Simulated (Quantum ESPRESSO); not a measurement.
NbTe:

```
CELL_PARAMETERS angstrom
3.70297 0.00000 0.00000
-1.85149 3.20687 0.00000
0.00000 0.00000 3.69421
ATOMIC_POSITIONS crystal
Te 0.66667 0.33333 0.00000
Nb 0.00000 0.00000 0.50000
```

The cell comes from a database or a generator and needn't be the stable form of this composition.

| Quantity | Value |
| --- | --- |
| Program | Quantum ESPRESSO 7.5 |
| Task | single point |
| Functional | PBEsol |
| Potentials or basis | GBRV 1.5 PBEsol |
| Cutoff | 612 eV |
| Density cutoff | 4898 eV |
| k mesh | 8 × 8 × 7 |
| Occupations | fermi-dirac, width 0.05 eV |
| Spin | no spin polarisation |

On this cell: pressure -4.7 GPa; largest force under 0.003 eV/Å; band gap on the k mesh none (metal or under the smearing width).

The same run follows on a disturbed copy (atoms moved at random, drawn with an rms of 0.05 Å):

```
Te Nb
1.0
     3.70297    0.00000    0.00000
    -1.85149    3.20687    0.00000
     0.00000    0.00000    3.69421
Te Nb
1 1
Cartesian
  1.8537 1.0567 -0.0208
  0.0075 -0.0087 1.8724
```

Task: What does the disturbed cell give?

Result: The energy (extrapolated to zero smearing) moves by +5.1 meV/atom; pressure -4.6 GPa; largest force 0.442 eV/Å; band gap on the k mesh none (metal or under the smearing width).

Forces in eV/Å, atoms in the order of the input:
```
Te   0.050  0.034  0.438
Nb  -0.050 -0.034 -0.438
```

Stress tensor (GPa, compression positive):
```
-4.47  0.12  0.03
 0.12 -4.63  0.02
 0.03  0.02 -4.68
```
